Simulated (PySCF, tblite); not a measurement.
# C₇H₁₃B: infrared bands and NMR shifts

Aim: predict the infrared bands and NMR shifts of C₇H₁₃B (`BC[C@H]1CCC(=C)C1`).

Programs: tblite 0.8.0 and PySCF 2.14.0, with density-fitted response routines of our own. Each step states its level of theory. These are calculated values for one molecule in the gas phase, unless marked as measured. Atoms count from 0, in the outputs and in this text.

## 1. The starting structure

21 atoms, charge 0, multiplicity 1; geometry from: GFN2-xTB.

Bonds of the start (Å): B0–C1 1.57, C1–C2 1.53, C2–C3 1.53, C3–C4 1.53, C4–C5 1.51, C5–C6 1.32, C5–C7 1.51, C7–C2 1.53, B0–H8 1.17, B0–H9 1.17, C1–H10 1.09, C1–H11 1.10, C2–H12 1.09, C3–H13 1.09, C3–H14 1.09, C4–H15 1.09, C4–H16 1.09, C6–H17 1.08, C6–H18 1.08, C7–H19 1.09, C7–H20 1.09.

## 2. Harmonic vibrations with GFN2-xTB

The job: settings as JSON, then the geometry in Å.

```
{"job": {"kind": "ir", "xc": "GFN2-xTB", "basis": "xTB"}, "charge": 0, "multiplicity": 1}
B      3.086733     0.171707    -0.368843
C      1.931955     0.102530     0.689055
C      0.577770    -0.418499     0.209895
C     -0.459710    -0.572366     1.327661
C     -1.790073    -0.650727     0.579711
C     -1.589696     0.220646    -0.632922
C     -2.545845     0.651391    -1.435750
C     -0.122325     0.525842    -0.774635
H      3.008601    -0.393233    -1.389399
H      4.060779     0.767172    -0.113373
H      1.784984     1.065251     1.188796
H      2.294221    -0.565889     1.481106
H      0.716735    -1.390916    -0.273533
H     -0.443615     0.314215     1.965817
H     -0.275822    -1.447211     1.951378
H     -1.982491    -1.678074     0.257904
H     -2.638163    -0.327635     1.183284
H     -2.331340     1.265108    -2.294289
H     -3.581803     0.409727    -1.267531
H      0.229463     0.402450    -1.798695
H      0.060723     1.565451    -0.486108
```

**Question.** This job is followed by: GIAO PBE0/pcSseg-1 NMR shielding, non-relativistic, gas phase. What will the session give for the following? strongest single infrared mode (GFN2-xTB); zero-point energy (GFN2-xTB); ¹³C shifts against TMS (PBE0/pcSseg-1); ¹H shifts against TMS (PBE0/pcSseg-1, means over atoms taken as alike); ¹¹B shifts against BF3·OEt2 (PBE0/pcSseg-1).

The runs gave:

| quantity | value |
| --- | --- |
| strongest single infrared mode (GFN2-xTB) | 857 cm⁻¹, 170 km/mol |
| zero-point energy (GFN2-xTB) | 112.9 kcal/mol |
| ¹³C shifts against TMS (PBE0/pcSseg-1) | 161.8, 112.6, 45.4, 45.0, 44.3, 40.5, 37.1 ppm |
| ¹H shifts against TMS (PBE0/pcSseg-1, means over atoms taken as alike) | 8.12, 5.31, 5.30, 2.77, 2.55, 2.53, 2.34, 1.91, 1.87, 1.70, 1.55, 1.25 ppm |
| ¹¹B shifts against BF3·OEt2 (PBE0/pcSseg-1) | 92.4 ppm |

**Reading.** No mode is imaginary among the 57: a minimum at this level. The strongest single mode, at 857 cm⁻¹, moves mainly H8, B0 and H9. GFN2-xTB is a fitted tight-binding method: band positions and strengths are rough. Its intensities can rank the bands wrongly. C5 (fully substituted alkene carbon) lies farthest downfield among carbon, at 161.8 ppm; as expected for a trigonal carbon in a double bond. At PBE0/pcSseg-1: The largest span, 213 ppm, is at C5, where the paramagnetic term is -237 ppm.
